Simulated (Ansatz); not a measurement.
C2H8Ge2NS, SMILES C[C](=S)[GeH2][N][GeH3], a single point in a Gaussian basis

Program: the Ansatz DFT code, driven from Python.

Contents of `c2h8ge2ns.xyz`:
```text
14

C     2.72430   -0.59860    0.12840
C     1.62200    0.23940    0.70380
S     1.92940    1.38510    1.51320
Ge   -0.21930   -0.21040    0.37270
N    -1.05120    1.20060   -0.51860
Ge   -2.82700    0.69890   -0.78490
H     2.30530   -1.43770   -0.46500
H     3.36370    0.01710   -0.53980
H     3.34730   -1.02390    0.94420
H    -0.29860   -1.49010   -0.49870
H    -0.93400   -0.46510    1.72450
H    -3.50590    0.44340    0.58520
H    -3.57700    1.83500   -1.52580
H    -2.87930   -0.59380   -1.63920
```

Typed at the interpreter:
```pycon
>>> import json
>>> import warnings
>>> import ansatz as az
>>> BASIS_SET = 'def2-SVP'
>>> FUNCTIONAL = 'pbe0'
>>> warnings.simplefilter('ignore', az.DeckWarning)
>>> c2h8ge2ns = az.Crystal.molecule_from_extxyz('c2h8ge2ns.xyz')
>>> base = c2h8ge2ns.calculation()
>>> base = base.basis(gaussian=BASIS_SET)
>>> base = base.functional(FUNCTIONAL).spin('collinear', total=1)
>>> trace = []
>>> res = base.session().plan().execute(on_event=trace.append)

>>> r = res.report
>>> sorted(key for key in r if key.endswith('_ev'))
['free_energy_ev', 'reference_energy_ev']
>>> for event in trace:
...     if event['event'] == 'mean_field_evaluation' and event['data']['evaluation'] <= 25:
...         print('pass {evaluation:3d}  E = {energy_ev:.6f} eV  gradient {gradient_ev:.1e}'.format(**event['data']))
...
pass   1  E = -127502.327500 eV  gradient 5.7e+01
pass   2  E = -127373.129605 eV  gradient 1.2e+02
pass   3  E = -127506.933375 eV  gradient 4.3e+01
pass   4  E = -127517.521739 eV  gradient 1.9e+01
pass   5  E = -127518.880091 eV  gradient 9.8e+00
pass   6  E = -127519.239379 eV  gradient 7.2e+00
pass   7  E = -127519.504649 eV  gradient 3.1e+00
pass   8  E = -127519.563072 eV  gradient 5.4e-01
pass   9  E = -127519.562592 eV  gradient 5.4e-01
pass  10  E = -127519.677737 eV  gradient 6.4e-01
pass  11  E = -127519.680006 eV  gradient 1.9e-01
pass  12  E = -127519.680301 eV  gradient 9.7e-02
pass  13  E = -127519.680385 eV  gradient 3.6e-02
pass  14  E = -127519.680388 eV  gradient 3.7e-02
pass  15  E = -127519.680425 eV  gradient 2.0e-02
pass  16  E = -127519.680444 eV  gradient 1.2e-02
pass  17  E = -127519.680444 eV  gradient 1.2e-02
pass  18  E = -127519.680452 eV  gradient 6.6e-03
pass  19  E = -127519.680455 eV  gradient 3.2e-03
pass  20  E = -127519.680455 eV  gradient 3.2e-03
pass  21  E = -127519.680455 eV  gradient 1.6e-03
pass  22  E = -127519.680455 eV  gradient 1.6e-03
pass  23  E = -127519.680455 eV  gradient 1.2e-03
pass  24  E = -127519.680455 eV  gradient 5.8e-04
pass  25  E = -127519.680455 eV  gradient 5.8e-04
>>> for key in ('converged', 'free_energy_ev', 'reference_energy_ev', 'n_frozen', 'n_occupied', 'n_virtual'):
...     print(f'{key:22s} {r[key]}')
...
converged              True
free_energy_ev         -127519.6804897354
reference_energy_ev    -127519.6804897354
n_frozen               0
n_occupied             [54, 53]
n_virtual              [110, 111]
>>> with open('c2h8ge2ns.json', 'w') as handle:
...     json.dump({k: r[k] for k in ('free_energy_ev', 'reference_energy_ev', 'n_occupied', 'n_virtual')}, handle, indent=1)
...
```

File `c2h8ge2ns.json` afterwards:
```json
{
 "free_energy_ev": -127519.6804897354,
 "reference_energy_ev": -127519.6804897354,
 "n_occupied": [
  54,
  53
 ],
 "n_virtual": [
  110,
  111
 ]
}
```

Notes:
- These settings explore the input space; basis and method may be short of convergence.
- The geometry is a force-field or estimated start, not a minimum of this method, and the basis set is short of its limit.
- The species is open-shell (spin multiplicity 2).
- Early passes use coarser integrals and grids, so their energies can't be compared with the last.
- Hardware and time: 41 s on 1 thread of Arm Neoverse V1, on a shared host, peak memory 0.79 GiB.

(Lines on the test bed's own set-up are left out of the output.)
